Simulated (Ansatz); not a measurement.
# IrSe (zincblende): equation of state

The task here is to estimate one member of a computed series from the others.

Method: DFT PBE, scalar-relativistic, plane waves, PAW, in Ansatz 0.2.0.

3 further runs of the same task are left out: 2 that didn't finish, 1 set aside as unsound or not needed. Runs told in other sessions of the task aren't counted.

### The system as given

It takes space group F-43m (No. 216, cubic). Conventional cell: a = 5.564 Å, b = 5.564 Å, c = 5.564 Å, α = 90.00°, β = 90.00°, γ = 90.00°. Ir (site symmetry -43m) is surrounded by 4 Se at 2.41 Å. Se (site symmetry -43m) is surrounded by 4 Ir at 2.41 Å.

Structure file:

```cif
data_structure
_symmetry_space_group_name_H-M 'F-43m'
_symmetry_Int_Tables_number 216
_cell_length_a 5.5641
_cell_length_b 5.5641
_cell_length_c 5.5641
_cell_angle_alpha 90.000
_cell_angle_beta 90.000
_cell_angle_gamma 90.000
_cell_volume 172.26
loop_
_atom_site_label
_atom_site_type_symbol
_atom_site_symmetry_multiplicity
_atom_site_Wyckoff_symbol
_atom_site_fract_x
_atom_site_fract_y
_atom_site_fract_z
_atom_site_occupancy
Ir1 Ir 4 a 0.00000 0.00000 0.00000 1
Se1 Se 4 d 0.25000 0.25000 0.75000 1
```

An earlier run at PBE left this cell at 21.533 Å³/atom and 0.00 GPa (10×10×10 mesh).

Volume factors to run: 0.980, 1.020, 0.960, 1.040, 1.070, 1.100, 0.945.

Set-up of the first run:

Contents of input.yaml:

```yaml
crystal:
  lattice:
    - [0.0, 2.7633928481, 2.7633928481]
    - [2.7633928481, 0.0, 2.7633928481]
    - [2.7633928481, 2.7633928481, 0.0]
  atoms:
    - { symbol: Ir, position: [0.0, 0.0, 0.0] }
    - { symbol: Se, position: [0.25, 0.25, 0.25] }
basis:
  ecutwfc: 420
  ecutrho_ratio: 4
kpoints:
  mp_grid: { grid: [10, 10, 10] }
hamiltonian:
  xc: pbe
scf:
  occupations: { method: gaussian, width: 0.05 }
output:
  forces: true
  stress: true
  eigenvalues: true
```

On the command line:

```
$ ansatz run input.yaml --threads 2 --pin off --max-ram 2662MiB --backend cpu --events-out ev --progress --plain --runs-dir out
```

Among the steps run: At 0.980 of the relaxed volume; Volume × 1.020; Scaling the volume by 0.960; Volume × 1.040; Volume × 1.070; Scaling the volume by 1.100; At 0.945 of the relaxed volume.

One table of the session follows, with a row left open; its other results are not shown here.

It belongs to the step «The fit». 

```
volume (Å³/atom)  energy (meV/atom)  pressure (GPa)
          20.349              28.25            8.12
          20.672              14.44            5.62
          21.102               3.43            2.64
          21.533               0.00            0.00
          21.964               3.25           -2.34
          22.394                  ?               ?
          23.040              35.67           -7.04
          23.686              68.67           -9.23
```

Estimate the missing values for volume (Å³/atom) = 22.394.

Worked estimate for «energy (meV/atom)». A straight line through the neighbours (21.964, 3.25) and (23.040, 35.67) gives 3.25 + (35.67 − 3.25) × (22.394 − 21.964) / (23.040 − 21.964) = 16.21; a parabola fitted to 4 rows on both sides gives 12.70.

**Answer.** energy (meV/atom): 12.39; pressure (GPa): -4.40. In «energy (meV/atom)» the line misses by +3.82 and the parabola by +0.31.
